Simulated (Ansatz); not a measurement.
# BBrFH₃Si: small, medium and large basis sets

How large a basis does BBrFH₃Si need? Two functionals are run in growing sets.

Method: one geometry, several basis sets; program: Ansatz 0.2.0, Gaussian basis.

Plan: PBE0-D4/def2-SVP; ωB97M-V/def2-SVP; PBE0-D4/def2-QZVPP; ωB97M-V/def2-QZVPP; the functionals' def2-TZVPP values are taken from earlier runs.

## Step 1: The relaxed structure

An earlier PBE0-D4 in a triple-zeta def2 set relaxation fixed the geometry.

SMILES `B[SiH](F)Br`, 7 atoms, charge 0, spin multiplicity 1.

Atoms are counted from 1 here; the program's logs count them from 0.

Bond lengths: B1–Si2 1.951 Å, B1–H5 1.193 Å, B1–H6 1.192 Å, Si2–F3 1.591 Å, Si2–Br4 2.266 Å, Si2–H7 1.478 Å. Angles: Si2–B1–H5 118.9°, Si2–B1–H6 119.4°, H5–B1–H6 121.3°, B1–Si2–F3 121.0°, B1–Si2–Br4 77.7°, B1–Si2–H7 126.8°, F3–Si2–Br4 110.1°, F3–Si2–H7 106.6°, Br4–Si2–H7 108.3°.

## Step 2: PBE0-D4 in def2-SVP

The input, in.yaml:

```yaml
crystal:
  periodic: [false, false, false]
  atoms:
    - {symbol: B, position_ang: [-0.191983, 0.793005, 0.791053]}
    - {symbol: Si, position_ang: [0.484821, -0.343885, -0.642668]}
    - {symbol: F, position_ang: [0.277733, 0.053488, -2.169580]}
    - {symbol: Br, position_ang: [-1.300794, -1.521816, 0.104998]}
    - {symbol: H, position_ang: [0.170005, 0.587708, 1.908654]}
    - {symbol: H, position_ang: [-1.052326, 1.583190, 0.554062]}
    - {symbol: H, position_ang: [1.673844, -1.219790, -0.592217]}
basis:
  gaussian: {orbitals: def2-SVP}
hamiltonian: {xc: pbe0, dispersion: d4}
output: {orbitals: {seedname: orbitals}}
```

Command:

```
ansatz run in.yaml --threads 2 --pin off --events-out ev --progress --plain --max-ram 4352MiB
```

After this run come: ωB97M-V in def2-SVP; PBE0-D4 in def2-QZVPP; ωB97M-V in def2-QZVPP.

Before running them: what should the planned runs give, taken together? Wanted: PBE0-D4: double and triple zeta above quadruple; ωB97M-V: double and triple zeta above quadruple.

**Answer**, as computed:

| quantity | value |
| --- | --- |
| PBE0-D4: double and triple zeta above quadruple | 17.58, 1.90 eV |
| ωB97M-V: double and triple zeta above quadruple | 17.59, 1.81 eV |

For PBE0-D4 the step from double to triple zeta gains 15.68 eV and the next only 1.90 eV. These are total energies; as a rule much of such shifts cancels in differences, which this series doesn't test.
